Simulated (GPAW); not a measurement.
MnSi:

```
Mn Si
1.0
     4.54800    0.00000    0.00000
     0.00000    4.54800    0.00000
     0.00000    0.00000    4.54800
Mn Si
4 4
Direct
  0.86200 0.63800 0.36200
  0.63800 0.36200 0.86200
  0.36200 0.86200 0.63800
  0.13800 0.13800 0.13800
  0.15400 0.34600 0.65400
  0.34600 0.65400 0.15400
  0.65400 0.15400 0.34600
  0.84600 0.84600 0.84600
```

Base run:

| Property | Result |
| --- | --- |
| Program | GPAW 26.7.0 |
| Functional | LDA |
| Potentials or basis | the program's PAW data sets (release 1.2.1) made for this functional |
| Cutoff | 450 eV |
| Basis | pw |
| k mesh | 4 × 4 × 4 |
| Occupations | fermi-dirac, width 0.05 eV |
| Spin | collinear spin, ferromagnetic start |
| Starting moments | [5.0, 5.0, 5.0, 5.0, 0.0, 0.0, 0.0, 0.0] μB |

Its results: band gap on the k mesh none (metal or under the smearing width); pressure -15.0 GPa; net moment 3.74 μB per cell; site moments Mn +0.95; Si -0.03 μB; largest force 0.348 eV/Å.

Problem. The run is repeated on the same cell with these changes: functional from LDA to PBE; potentials or basis from the program's PAW data sets (release 1.2.1) made for this functional to GPAW PAW data sets (gpaw-data 1.2.1). What comes out?

Solution. Band gap on the k mesh none (metal or under the smearing width); pressure -2.9 GPa; net moment 4.00 μB per cell; site moments Mn +1.05; Si -0.05 μB; largest force 0.199 eV/Å.

Caveats: the cutoff is short for stress and forces, so pressures can be off by a GPa or more; the moment fell far below its start of 5 μB, so a state of higher moment may lie lower in energy; so large a pressure means that the cell lies far from this level's equilibrium, or that cutoff or potentials fall short (some runs).
